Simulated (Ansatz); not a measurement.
# OW: the cost of one run

Program: Ansatz 0.2.0, Gaussian basis. Level of theory: def2-QZVPP, core rule «outside noble gas», up to 5 orbitals frozen. These are calculated values, not measurements.

Plan: UHF; ROHF; CCSD(T) on UHF.

2 further runs of the same task are left out: 2 set aside as unsound or not needed.

## 1. The geometry

The geometry is a PBE0/def2-TZVP stationary point (not a proven minimum) of the parent state, kept for this charge and spin. No spin-orbit coupling is included. Elements past krypton take def2 core potentials.

2 atoms, charge 0, spin multiplicity 3.

Atoms are counted from 1 here; the program's logs count them from 0.

Bond lengths: W1–O2 1.645 Å.

Geometry (Å):

```xyz
2
OW
W     0.00000    0.00000    0.00000
O     0.00000    0.00000    1.64540
```

## 2. UHF

Input file in.yaml:

```yaml
crystal:
  periodic: [false, false, false]
  atoms:
    - {symbol: W, position_ang: [0.000000, 0.000000, 0.000000]}
    - {symbol: O, position_ang: [0.000000, 0.000000, 1.645402]}
basis:
  gaussian: {orbitals: "def2-QZVPP.json"}
magnetization: {spin_polarized: true, initial_magnetization: 2}
hamiltonian: {xc: hf}
output: {orbitals: {seedname: orbitals}}
```

Command:

```sh
$ ansatz run in.yaml --threads 1 --pin off --events-out ev --progress --plain --max-ram 4096MiB --backend cpu
```

Q: Estimate wall time and peak memory on 1 thread of AMD EPYC 7R13, shared host.

About 15 s, with a peak of 0.3 GiB.
